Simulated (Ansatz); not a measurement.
The system is Cu3O2.

```
Cu O
1.0
    -2.02298    2.02298    3.67362
     2.02298   -2.02298    3.67362
     2.02298    2.02298   -3.67362
Cu O
3 2
Direct
  0.00000 0.00000 0.00000
  0.75000 0.25000 0.50000
  0.25000 0.75000 0.50000
  0.50000 0.00000 0.50000
  0.00000 0.50000 0.50000
```

The cell comes from a database or a generator and needn't be the stable form of this composition.

Base run:

| Property | Result |
| --- | --- |
| Program | Ansatz 0.2.0 |
| Functional | r2SCAN |
| Potentials or basis | Ansatz PAW |
| Cutoff | 500 eV (not typed: the program's choice for these potentials) |
| k mesh | 9 × 9 × 9 |
| Occupations | fermi-dirac, width 0.05 eV |
| Spin | no spin polarisation |

Its results: band gap on the k mesh none (metal or under the smearing width); pressure -4.6 GPa.

**Question.** After a change of settings the same cell gave: band gap on the k mesh none (metal or under the smearing width); pressure -6.2 GPa. Which change was it?
A. functional from r2SCAN to PBE; cutoff from 500 eV (not typed: the program's choice for these potentials) to 420 eV (not typed: the program's choice for these potentials)
B. functional from r2SCAN to LDA; cutoff from 500 eV (not typed: the program's choice for these potentials) to 420 eV (not typed: the program's choice for these potentials)
C. functional from r2SCAN to PBEsol; cutoff from 500 eV (not typed: the program's choice for these potentials) to 420 eV (not typed: the program's choice for these potentials)
D. functional from r2SCAN to RPBE; cutoff from 500 eV (not typed: the program's choice for these potentials) to 420 eV (not typed: the program's choice for these potentials)

**Answer.** C.

Caveats: an odd number of electrons without spin polarisation forces a metal; a magnetic or distorted state may lie lower; the run has no spin polarisation, though such a crystal can be magnetic; semilocal functionals often make such compounds metallic where correlation or magnetic order opens a gap, which also shifts bond lengths; the PAW data sets come from PBE, with cores solved anew for the run's functional, which leaves a small shift of forces and pressure; the density of states is complete only up to the lowest level of the last band computed.
